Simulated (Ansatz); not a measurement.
# C2H8ClGaSe: the cost of one run

Program: Ansatz 0.2.0, Gaussian basis. Level of theory: the settings change from run to run. These are calculated values, not measurements.

## Step 1: The molecule

The geometry comes from an earlier relaxation with PBE0-D4 in a triple-zeta def2 set; it is a stationary point, not always the lowest conformer.

13 atoms, charge 0, spin multiplicity 1.

Atoms are counted from 1 here; the program's logs count them from 0.

Bond lengths: C1–Ga2 1.967 Å, C1–H6 1.092 Å, C1–H7 1.091 Å, C1–H8 1.093 Å, Ga2–C3 1.967 Å, Ga2–Cl4 2.209 Å, Ga2–Se5 2.794 Å, C3–H9 1.091 Å, C3–H10 1.093 Å, C3–H11 1.092 Å, Se5–H12 1.468 Å, Se5–H13 1.468 Å. Angles: Ga2–C1–H6 111.7°, Ga2–C1–H7 110.9°, Ga2–C1–H8 109.4°, H6–C1–H7 109.1°, H6–C1–H8 107.9°, H7–C1–H8 107.7°, C1–Ga2–C3 129.4°, C1–Ga2–Cl4 113.0°, C1–Ga2–Se5 98.5°, C3–Ga2–Cl4 113.0°, C3–Ga2–Se5 98.5°, Cl4–Ga2–Se5 93.7°, Ga2–C3–H9 110.9°, Ga2–C3–H10 109.4°, Ga2–C3–H11 111.7°, H9–C3–H10 107.7°, H9–C3–H11 109.1°, H10–C3–H11 107.9° and more.

## Step 2: HSE06/ANO-RCC-VTZP

Set apart from the defaults: D3(BJ) dispersion.

Input file in.yaml:

```yaml
crystal:
  periodic: [false, false, false]
  atoms:
    - {symbol: C, position_ang: [-1.932996, 0.413385, 0.264469]}
    - {symbol: Ga, position_ang: [-0.187510, -0.219365, -0.384964]}
    - {symbol: C, position_ang: [0.839869, -1.811059, 0.144015]}
    - {symbol: Cl, position_ang: [0.267016, 0.458367, -2.438140]}
    - {symbol: Se, position_ang: [1.425581, 1.726597, 0.806400]}
    - {symbol: H, position_ang: [-1.999746, 0.364628, 1.353502]}
    - {symbol: H, position_ang: [-2.121208, 1.438376, -0.058920]}
    - {symbol: H, position_ang: [-2.724986, -0.215930, -0.149564]}
    - {symbol: H, position_ang: [1.863307, -1.757003, -0.230505]}
    - {symbol: H, position_ang: [0.375963, -2.702619, -0.285667]}
    - {symbol: H, position_ang: [0.862760, -1.933789, 1.229019]}
    - {symbol: H, position_ang: [2.494485, 1.448595, -0.160596]}
    - {symbol: H, position_ang: [0.858067, 2.755016, -0.074048]}
basis:
  gaussian: {orbitals: ANO-RCC-VTZP}
hamiltonian: {xc: {name: HSE06}, dispersion: d3bj}
```

Started as:

```sh
$ ansatz run in.yaml --threads 4 --pin off --events-out ev --progress --plain --max-ram 11315MiB
```

**Question.** How long does this run take on 4 threads of Arm Neoverse V1, shared host, and how much memory does it need?

About 17 s, with a peak of 1.4 GiB.
